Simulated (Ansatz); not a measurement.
# C2H3F3Se: a ladder of functionals and wavefunction methods

How much do the methods differ for C2H3F3Se? The plan is to run it at one geometry with functionals of several rungs and with coupled cluster. The yardstick is the atomisation energy at the CCSD(T) limit.

Program: Ansatz 0.2.0, Gaussian basis. Level of theory: functionals in def2-TZVPP, the program's frozen cores in correlated methods. These are calculated values, not measurements.

Plan: LDA (SPW92), PBE-D4, revPBE-D4, BLYP-D4, r2SCAN-D4, B97M-V, PBE0-D4, B3LYP-D4, r2SCANh-D4, r2SCAN0-D4, HSE06-D4, BHLYP-D4, CAM-B3LYP-D4, LC-ωPBE, ωB97X-V, ωB97M-V, B2PLYP, PBE-QIDH; CCSD(T)/def2-SVP; CCSD(T)/def2-TZVPP; MP2/def2-QZVPP; extrapolation to the limit; RPA on PBE.

### Step 1. Structure used throughout

All runs share one geometry, relaxed beforehand with PBE0-D4 in a triple-zeta def2 set.

SMILES `C[Se]C(F)(F)F`, 9 atoms, charge 0, spin multiplicity 1.

Atoms are counted from 1 here; the program's logs count them from 0.

Bond lengths: C1–Se2 1.941 Å, C1–H7 1.089 Å, C1–H8 1.088 Å, C1–H9 1.088 Å, Se2–C3 1.952 Å, C3–F4 1.336 Å, C3–F5 1.331 Å, C3–F6 1.336 Å. Angles: Se2–C1–H7 105.8°, Se2–C1–H8 110.2°, Se2–C1–H9 110.2°, H7–C1–H8 109.6°, H7–C1–H9 109.6°, H8–C1–H9 111.3°, C1–Se2–C3 95.4°, Se2–C3–F4 112.6°, Se2–C3–F5 108.7°, Se2–C3–F6 112.6°, F4–C3–F5 108.0°, F4–C3–F6 106.7°, F5–C3–F6 108.0°.

### Step 2. LDA

This LDA is Slater exchange with PW92 correlation.

Input file in.yaml:

```yaml
crystal:
  periodic: [false, false, false]
  atoms:
    - {symbol: C, position_ang: [-0.293678, -1.171249, 0.841627]}
    - {symbol: Se, position_ang: [1.297726, -0.376832, 0.063964]}
    - {symbol: C, position_ang: [0.360620, 1.096955, -0.808731]}
    - {symbol: F, position_ang: [-0.543893, 0.675747, -1.696691]}
    - {symbol: F, position_ang: [1.251959, 1.847901, -1.452382]}
    - {symbol: F, position_ang: [-0.288624, 1.877651, 0.059084]}
    - {symbol: H, position_ang: [0.050953, -2.043638, 1.395240]}
    - {symbol: H, position_ang: [-0.978960, -1.483432, 0.056887]}
    - {symbol: H, position_ang: [-0.767704, -0.469404, 1.524002]}
basis:
  gaussian: {orbitals: def2-TZVPP}
hamiltonian: {xc: lda}
output: {orbitals: {seedname: orbitals}}
```

Further steps of the session: PBE-D4 (GGA); revPBE-D4 (GGA); BLYP-D4 (GGA); r2SCAN-D4 (meta-GGA); B97M-V (meta-GGA); PBE0-D4 (hybrid); B3LYP-D4 (hybrid); r2SCANh-D4 (hybrid); r2SCAN0-D4 (hybrid); HSE06-D4 (hybrid); BHLYP-D4 (hybrid); CAM-B3LYP-D4 (range-separated); LC-ωPBE-D4 (range-separated); ωB97X-V (range-separated); ωB97M-V (range-separated); B2PLYP (double hybrid); PBE-QIDH (double hybrid); CCSD(T) in def2-SVP; CCSD(T) in def2-TZVPP; MP2 in def2-QZVPP; RPA on PBE orbitals.

Q: Predict the results of all the runs planned. Wanted: atomisation energy, CCSD(T)/CBS; farthest beyond LDA; mean size of error, GGA; mean size of error, meta-GGA; mean size of error, hybrid; mean size of error, range-separated; mean size of error, double hybrid; gap, smallest and largest; T1 diagnostic.

**Answer**, as computed:

| quantity | value |
| --- | --- |
| atomisation energy, CCSD(T)/CBS | 3307.3 kJ/mol |
| functionals within 33.1 kJ/mol (1.0 %) | revPBE-D4, BLYP-D4, r2SCAN-D4, B97M-V, PBE0-D4, B3LYP-D4, r2SCANh-D4, HSE06-D4, CAM-B3LYP-D4, LC-ωPBE, ωB97X-V, ωB97M-V, PBE-QIDH |
| farthest beyond LDA | BHLYP-D4 (-181.9 kJ/mol) |
| mean size of error, GGA | 54.5 kJ/mol |
| mean size of error, meta-GGA | 14.8 kJ/mol |
| mean size of error, hybrid | 54.6 kJ/mol |
| mean size of error, range-separated | 6.9 kJ/mol |
| mean size of error, double hybrid | 36.7 kJ/mol |
| gap, smallest and largest | 4.42 eV (BLYP-D4), 11.65 eV (LC-ωPBE) |
| T1 diagnostic | 0.0111 |
| triples share of the correlation energy | 3.4 % |

In words: The LDA atomisation energy is off by 671.0 kJ/mol (20 %): it overbinds. PBE-D4 is off by +137.0 kJ/mol. Double hybrids carry the basis error of their MP2 part in triple zeta, and no dispersion term here, so their miss is partly the set-up's. The rungs range-separated, meta-GGA miss on average by less than the doubt on the reference (33.1 kJ/mol), so they tie. Misses under about 33.1 kJ/mol are within the doubt on the reference itself, which lacks core-valence correlation, relativity and higher excitations, and its outer-core shells are covered unevenly. All levels share the lack of spin-orbit coupling, which lowers the free heavy atoms and so the true binding. Hartree-Fock recovers 68 % of the binding; the rest is correlation. CCSD(T) in def2-SVP is off by -196.0 kJ/mol, more than most functionals: a good method in a small basis is no reference. Orbital gaps span 4.4 to 11.6 eV; exact exchange widens them. Correlated methods include outer-core shells of Se, which these sets cover unevenly.
